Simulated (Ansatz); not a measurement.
**Ta3Si: a relaxation**

The task: find the equilibrium cell of Ta3Si.

Computed with Ansatz 0.2.0 (DFT PBEsol, scalar-relativistic, plane waves, PAW, unless a step's input says otherwise).

## (1) The starting structure

The structure is tetragonal, space group P4_2/n (No. 86). Conventional cell: a = 10.174 Å, b = 10.174 Å, c = 5.196 Å, α = 90.00°, β = 90.00°, γ = 90.00°. Around Ta (site symmetry 1) lie 4 Si at 2.58 to 2.70 Å and 8 Ta at 2.87 to 3.16 Å. Ta (site symmetry 1) has 2 Si at 2.59 to 2.64 Å and 12 Ta at 2.69 to 3.22 Å in its first shell of neighbours. Ta (site symmetry 1) is surrounded by 3 Si at 2.57 to 2.82 Å and 10 Ta at 2.86 to 3.20 Å. Si (site symmetry 1) is surrounded by 9 Ta at 2.57 to 2.82 Å.

Coordinates:

```
Ta Si
1.0
    10.17439    0.00000    0.00000
     0.00000   10.17439    0.00000
     0.00000    0.00000    5.19595
Ta Si
24 8
Cartesian
  6.5729 5.2766 1.4245
  0.8747 4.0650 0.1625
  8.2710 7.2605 2.6732
  5.9618 9.1522 2.4355
  0.1894 8.6887 4.0225
  1.4857 0.1894 1.1734
  6.9906 8.0010 5.1207
  1.9034 2.9139 2.6732
  2.1733 6.9906 0.0752
  9.1522 4.2125 2.7605
  2.9139 8.2710 2.5228
  5.2766 3.6015 3.7714
  4.8978 6.5729 3.7714
  9.9850 1.4857 4.0225
  3.1838 2.1733 5.1207
  4.0650 9.2997 5.0335
  8.0010 3.1838 0.0752
  9.2997 6.1094 0.1625
  6.1094 0.8747 5.0335
  4.2125 1.0222 2.4355
  8.6887 9.9850 1.1734
  7.2605 1.9034 2.5228
  3.6015 4.8978 1.4245
  1.0222 5.9618 2.7605
  8.0884 9.8670 3.7371
  9.8670 2.0860 1.4588
  0.3074 8.0884 1.4588
  3.0012 4.7798 4.0568
  5.3946 3.0012 1.1392
  2.0860 0.3074 3.7371
  4.7798 7.1732 1.1392
  7.1732 5.3946 4.0568
```

Source of the structure: the Materials Project (structure only).

(A quick probe on a coarse mesh, which set the mesh and smearing, is not shown.)

## (3) Full relaxation

File input.yaml:

```yaml
crystal:
  lattice:
    - [10.1743892401, 0.0, 0.0]
    - [0.0, 10.1743892401, 0.0]
    - [0.0, 0.0, 5.19595151]
  atoms:
    - { symbol: Ta, position: [0.64602046, 0.5186161, 0.27416167] }
    - { symbol: Ta, position: [0.08596587, 0.39953393, 0.03127079] }
    - { symbol: Ta, position: [0.81292215, 0.71360889, 0.51447498] }
    - { symbol: Ta, position: [0.58596587, 0.89953393, 0.46872921] }
    - { symbol: Ta, position: [0.0186161, 0.85397954, 0.77416167] }
    - { symbol: Ta, position: [0.14602046, 0.0186161, 0.22583833] }
    - { symbol: Ta, position: [0.68707785, 0.78639111, 0.98552502] }
    - { symbol: Ta, position: [0.18707785, 0.28639111, 0.51447498] }
    - { symbol: Ta, position: [0.21360889, 0.68707785, 0.01447498] }
    - { symbol: Ta, position: [0.89953393, 0.41403413, 0.53127079] }
    - { symbol: Ta, position: [0.28639111, 0.81292215, 0.48552502] }
    - { symbol: Ta, position: [0.5186161, 0.35397954, 0.72583833] }
    - { symbol: Ta, position: [0.4813839, 0.64602046, 0.72583833] }
    - { symbol: Ta, position: [0.9813839, 0.14602046, 0.77416167] }
    - { symbol: Ta, position: [0.31292215, 0.21360889, 0.98552502] }
    - { symbol: Ta, position: [0.39953393, 0.91403413, 0.96872921] }
    - { symbol: Ta, position: [0.78639111, 0.31292215, 0.01447498] }
    - { symbol: Ta, position: [0.91403413, 0.60046607, 0.03127079] }
    - { symbol: Ta, position: [0.60046607, 0.08596587, 0.96872921] }
    - { symbol: Ta, position: [0.41403413, 0.10046607, 0.46872921] }
    - { symbol: Ta, position: [0.85397954, 0.9813839, 0.22583833] }
    - { symbol: Ta, position: [0.71360889, 0.18707785, 0.48552502] }
    - { symbol: Ta, position: [0.35397954, 0.4813839, 0.27416167] }
    - { symbol: Ta, position: [0.10046607, 0.58596587, 0.53127079] }
    - { symbol: Si, position: [0.7949747, 0.96978414, 0.71923901] }
    - { symbol: Si, position: [0.96978414, 0.2050253, 0.28076099] }
    - { symbol: Si, position: [0.03021586, 0.7949747, 0.28076099] }
    - { symbol: Si, position: [0.2949747, 0.46978414, 0.78076099] }
    - { symbol: Si, position: [0.53021586, 0.2949747, 0.21923901] }
    - { symbol: Si, position: [0.2050253, 0.03021586, 0.71923901] }
    - { symbol: Si, position: [0.46978414, 0.7050253, 0.21923901] }
    - { symbol: Si, position: [0.7050253, 0.53021586, 0.78076099] }
basis:
  ecutwfc: 420
kpoints:
  mp_grid: { grid: [4, 4, 8] }
hamiltonian:
  xc: pbesol
scf:
  occupations: { method: gaussian, width: 0.1 }
output:
  forces: true
  stress: true
  eigenvalues: true
relax:
  adjacent_minimum: "off"
  f_tol: 0.005
  max_steps: 80
  cell: { stress_tol: 0.05 }
```

The run is started by

```console
ansatz run input.yaml --threads 4 --pin off --max-ram 9216MiB --backend cpu --events-out ev --progress --plain --runs-dir out
```

Q: Predict the outcome of this session. Wanted: relaxed cell; volume; formation energy; gap on the mesh.

**Answer**, as computed:

| quantity | value |
| --- | --- |
| relaxed cell | a = 10.125 Å, b = 10.125 Å, c = 5.160 Å, α = 90.00°, β = 90.00°, γ = 90.00° |
| space group (0.01 Å) | P4_2/n (No. 86) |
| volume | 16.53 Å³/atom |
| formation energy (elements from runs with the same settings, not shown) | -0.47 eV/atom |
| gap on the mesh | none (metal) |

In words: Relaxation lowered the volume by 1.7 %. The runs treat Ta without spin-orbit coupling.
